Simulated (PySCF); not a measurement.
# BrCl⁻: spin, charge, geometry and surroundings

Aim: change spin, charge, geometry, field or solvent of BrCl⁻, one at a time, and compare with the base run.

Computed with PySCF 2.14.0. Level: method and basis as typed in the scripts.

**1. The starting structure**

BrCl⁻: 2 atoms, charge -1, spin multiplicity 2.

Bond lengths: Br1–Cl2 2.185 Å.

**2. Base script**

Contents of input.py:

```python
from pyscf import gto, scf, mp

mol = gto.M(
    atom='Br 0 0 0; Cl 0 0 2.185',
    basis='pcseg-1',
    charge=-1,
    spin=1,
    symmetry=True,
    verbose=4,
)
mf = scf.UHF(mol)
mf = mf.density_fit(auxbasis='def2-universal-jkfit')
mf.kernel()
mp.MP2(mf, frozen=14).kernel()
mf.dip_moment()
print('orbital energies (hartree):', [e[max(0, n-3):n+3].round(4) for e, n in zip(mf.mo_energy, mol.nelec)])
```

Command:

```console
> OMP_NUM_THREADS=1 python input.py
```

Its log is not repeated here.

It gives: E(SCF) = -3031.549664 Eh, 11 cycles, E(MP2) − E(SCF) = -0.25618 Eh, ⟨S²⟩ = 0.760.

The bond length is a typed value, not an optimised one. The dipole of an ion depends on the origin.

**3. PCM, ε = 78.36**

Variant 1 changes solvent: none (gas phase) → PCM, ε = 78.36; step after the SCF: mp2 → analyze.

Contents of input.py:

```python
from pyscf import gto, scf, solvent

mol = gto.M(
    atom='Br 0 0 0; Cl 0 0 2.185',
    basis='pcseg-1',
    charge=-1,
    spin=1,
    symmetry=True,
    verbose=4,
)
mf = scf.UHF(mol)
mf = mf.density_fit(auxbasis='def2-universal-jkfit')
mf = solvent.PCM(mf)
mf.with_solvent.eps = 78.36
mf.kernel()
mf.analyze()
print('orbital energies (hartree):', [e[max(0, n-3):n+3].round(4) for e, n in zip(mf.mo_energy, mol.nelec)])
```

Command:

```console
> OMP_NUM_THREADS=1 python input.py
```

**4. Bond 2.338 Å**

Variant 2 changes bond length: 2.185 Å → 2.338 Å.

Edit input.py of step 2 so:

```diff
@@ -3,3 +3,3 @@
 mol = gto.M(
-    atom='Br 0 0 0; Cl 0 0 2.185',
+    atom='Br 0 0 0; Cl 0 0 2.338',
     basis='pcseg-1',
```

**5. Bond 2.032 Å**

Variant 3 changes bond length: 2.185 Å → 2.032 Å.

Edit input.py of step 2 so:

```diff
@@ -3,3 +3,3 @@
 mol = gto.M(
-    atom='Br 0 0 0; Cl 0 0 2.185',
+    atom='Br 0 0 0; Cl 0 0 2.032',
     basis='pcseg-1',
```

**6. Electric field 0.01 a.u.**

Variant 4 changes electric field: none → 0.01 a.u.; point-group symmetry: on → off.

Edit input.py of step 2 so:

```diff
@@ -7,3 +7,2 @@
     spin=1,
-    symmetry=True,
     verbose=4,
@@ -12,2 +11,7 @@
 mf = mf.density_fit(auxbasis='def2-universal-jkfit')
+field = 0.01  # electric field along z, atomic units
+h = mf.get_hcore() + field*mol.intor('int1e_r')[2]
+mf.get_hcore = lambda *args: h
+e_nuc = mol.energy_nuc() - field*mol.atom_charges() @ mol.atom_coords()[:, 2]
+mf.energy_nuc = lambda *args: e_nuc
 mf.kernel()
```

**7. Charge -2 (triplet)**

Variant 5 changes charge: -1 → -2; spin (2S): 1 → 2.

Edit input.py of step 2 so:

```diff
@@ -5,4 +5,4 @@
     basis='pcseg-1',
-    charge=-1,
-    spin=1,
+    charge=-2,
+    spin=2,
     symmetry=True,
```

Before running it: what results should come out? Wanted: for each run, E(SCF); from base; gap, α spin; after the SCF.

The runs gave:

```csv
run,E(SCF) (hartree),from base (eV),cycles,"gap, α spin (eV)",after the SCF
base,-3031.549664,0,11,20.01,"MP2 correlation -6.971 eV, core frozen"
"PCM, ε = 78.36",-3031.645386,-2.6047,11,20.07,n/a
bond 2.338 Å,-3031.582886,-0.9040,11,21.82,"MP2 correlation -6.911 eV, core frozen"
bond 2.032 Å,-3031.491969,+1.5700,10,17.90,"MP2 correlation -7.042 eV, core frozen"
electric field 0.01 a.u.,-3031.530676,not comparable,11,20.46,"MP2 correlation -6.967 eV, core frozen"
charge -2 (triplet),-3030.908227,+17.4544,14,9.45,"MP2 correlation -7.021 eV, core frozen"
```

**Reading.** Of the runs whose energies can be compared, “PCM, ε = 78.36” moves the SCF energy most (-2.605 eV). A continuum solvent with ε = 78.36 lowers the energy by 2.605 eV, a large gain because the system is charged. At the SCF level, adding an electron (to the triplet) costs 17.45 eV at fixed geometry; correlation, diffuse functions and relaxation can still bind it. With bond 2.338 Å the frontier gap moves by over 1.5 eV, which can mean another electronic state rather than the bond length alone. With bond 2.032 Å the frontier gap moves by over 1.5 eV, which can mean another electronic state rather than the bond length alone.
